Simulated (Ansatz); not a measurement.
# SrCl2: the cost of one run

Computed with Ansatz 0.2.0 (reference: DFT, HSE06, plane waves, PAW, unless a step's input says otherwise).

4 further runs of the same task are left out: 4 that didn't finish.

### 1 Starting point

It takes space group Fm-3m (No. 225, cubic). Conventional cell: a = 6.995 Å, b = 6.995 Å, c = 6.995 Å, α = 90.00°, β = 90.00°, γ = 90.00°. Around Sr (site symmetry m-3m) lie 8 Cl at 3.03 Å. Around Cl (site symmetry -43m) lie 4 Sr at 3.03 Å.

As a file:

```xyz
3
Lattice="0.0000 3.4977 3.4977 3.4977 0.0000 3.4977 3.4977 3.4977 0.0000" Properties=species:S:1:pos:R:3 pbc="T T T"
Sr    0.0000    0.0000    0.0000
Cl    1.7488    1.7488    1.7488
Cl    5.2465    5.2465    5.2465
```

### 2 The reference run

File input.yaml:

```yaml
crystal:
  lattice:
    - [0.0, 3.4976509443, 3.4976509443]
    - [3.4976509443, 0.0, 3.4976509443]
    - [3.4976509443, 3.4976509443, 0.0]
  atoms:
    - { symbol: Sr, position: [0.0, 0.0, 0.0] }
    - { symbol: Cl, position: [0.25, 0.25, 0.25] }
    - { symbol: Cl, position: [0.75, 0.75, 0.75] }
kpoints:
  mp_grid: { grid: [4, 4, 4] }
hamiltonian:
  xc: hse06
scf:
  occupations: { method: fixed }
  n_extra_bands: 4
output:
  forces: true
  stress: true
  eigenvalues: true
```

Started as:

```console
$ ansatz run input.yaml --threads 4 --pin off --max-ram 3686MiB --backend cpu --events-out ev --progress --plain --runs-dir out
```

What time and memory should one allow on 4 threads of Arm Neoverse V2, shared host?

About 7.3 s, with a peak of 0.8 GiB.
